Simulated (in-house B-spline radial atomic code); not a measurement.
# Excited states and polarisability of Ir⁴⁹⁺ by several methods

Aim: excitation energies, oscillator strengths, polarisability and C6 of Ir⁴⁹⁺ by linear response on several mean fields, with the cost of each.

The numbers are computed with in-house B-spline radial atomic code version 1 (linear response of a closed shell, each method with its own adiabatic kernel; non-relativistic; B-spline basis; no spin-orbit coupling, no double excitations; only terms of natural parity, (−1)^L, with L up to 3 are computed), except any that are marked as measured or tabulated.

## (1) What is computed

```
element       : iridium (Z = 77)
charge        : +49
configuration : [Ar] 3d10
runs          : TDHF; PBE; LDA (VWN5); HSE06; B3LYP; BHandHLYP
```

The outer shells:

Ir⁴⁹⁺
```
[Ar] core
3d [↑↓][↑↓][↑↓][↑↓][↑↓]
```

## (2) TDHF

Input settings:

```ini
Z = 77
electrons = 28.0
configuration = [Ar] 3d10
hamiltonian = nr
method = hf
box_radius = 2.7
intervals = 50
```

Started as:

```bash
python run_td.py task.json out
```

task.json lists these runs, among others, and the program works through them in turn.

## (3) PBE

Settings: those of step 2 with these lines changed.

```diff
@@ -4,3 +4,3 @@
 hamiltonian = nr
-method = hf
+method = pbe,pbe
 box_radius = 2.7
```

## (4) LDA (VWN5)

Settings: those of step 3 with these lines changed.

```diff
@@ -4,3 +4,3 @@
 hamiltonian = nr
-method = pbe,pbe
+method = lda,vwn
 box_radius = 2.7
```

## (5) HSE06

Settings: those of step 4 with these lines changed.

```diff
@@ -4,3 +4,3 @@
 hamiltonian = nr
-method = lda,vwn
+method = hse06
 box_radius = 2.7
```

## (6) B3LYP

Settings: those of step 5 with these lines changed.

```diff
@@ -4,3 +4,3 @@
 hamiltonian = nr
-method = hse06
+method = b3lyp
 box_radius = 2.7
```

## (7) BHandHLYP

Settings: those of step 6 with these lines changed.

```diff
@@ -4,3 +4,3 @@
 hamiltonian = nr
-method = b3lyp
+method = bhandhlyp
 box_radius = 2.7
```

Before running it: what results should come out? Wanted: for each run, threshold; 3d→4p ¹P; 3d→4p ³P, Tamm-Dancoff; α; C6.

As calculated:

```tsv
run	threshold (eV)	3d→4p ¹P (eV)	3d→4p ³P, Tamm-Dancoff (eV)	α (bohr³)	C6 (hartree bohr⁶)	time
TDHF	4568.4	2039.4	2029.2	0.001819	0.0002493	0.5 s
PBE	4494.9	2010.2	2001.1	0.001831	0.0002516	0.4 s
LDA (VWN5)	4494.2	2012.8	2003.7	0.001832	0.0002518	0.3 s
HSE06	4513.1	2017.7	2008.3	0.001828	0.0002510	0.6 s
B3LYP	4510.1	2011.2	2000.8	0.001829	0.0002511	0.5 s
BHandHLYP	4532.4	2018.0	2006.9	0.001825	0.0002504	0.5 s
```

What this shows: α runs from 0.00182 (TDHF) to 0.00183 bohr³ (LDA (VWN5)). The semilocal functionals put the threshold at 4494.2 to 4494.9 eV, under Hartree-Fock's 4568.4 eV, through self-interaction. Relativity is absent, so for an element this heavy the values are those of a model, not of the real ion. Spin-orbit coupling is so strong here that each real term splits widely.
